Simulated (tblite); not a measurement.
# GeH8OSSi2: the cost of one run

Computed with tblite 0.8.0 and PySCF 2.14.0; each step states its level. No surroundings beyond the atoms listed, unless a continuum is named. Atoms count from 0, parts from 1.

## Step 1: The system as given

13 atoms, charge 0, multiplicity 1; geometry: distance geometry start.

## Step 2: Relaxing the cluster with GFN2-xTB

The job: settings as JSON, then the geometry in Å.

```
{"job": {"kind": "relax", "xc": "GFN2-xTB", "basis": "xTB"}, "charge": 0, "multiplicity": 1}
Ge    -0.718110     1.238418     0.161878
Si    -1.731195    -0.809287     0.228042
O     -1.321949     2.165181    -1.270110
S      1.469079     1.174927     0.030009
Si     2.311137    -0.790054     0.088327
H     -1.182576     2.021961     1.402038
H     -1.483627    -1.560811     1.483027
H     -3.185265    -0.610686     0.163325
H     -1.402526    -1.648876    -0.965562
H     -0.521623     2.510276    -1.710106
H      3.094675    -1.005332    -1.129157
H      3.291452    -0.798301     1.222325
H      1.322965    -1.866182     0.316539
```

Method: GFN2-xTB geometry optimisation, gas phase.

Launch:

```console
$ OMP_NUM_THREADS=1 python cluster_run.py task.json out
```

The driver reads the jobs from task.json and runs them one after another.

**Question.** How long does this first job take on 1 thread of Arm Neoverse V2, shared host?

About 3.5 s.
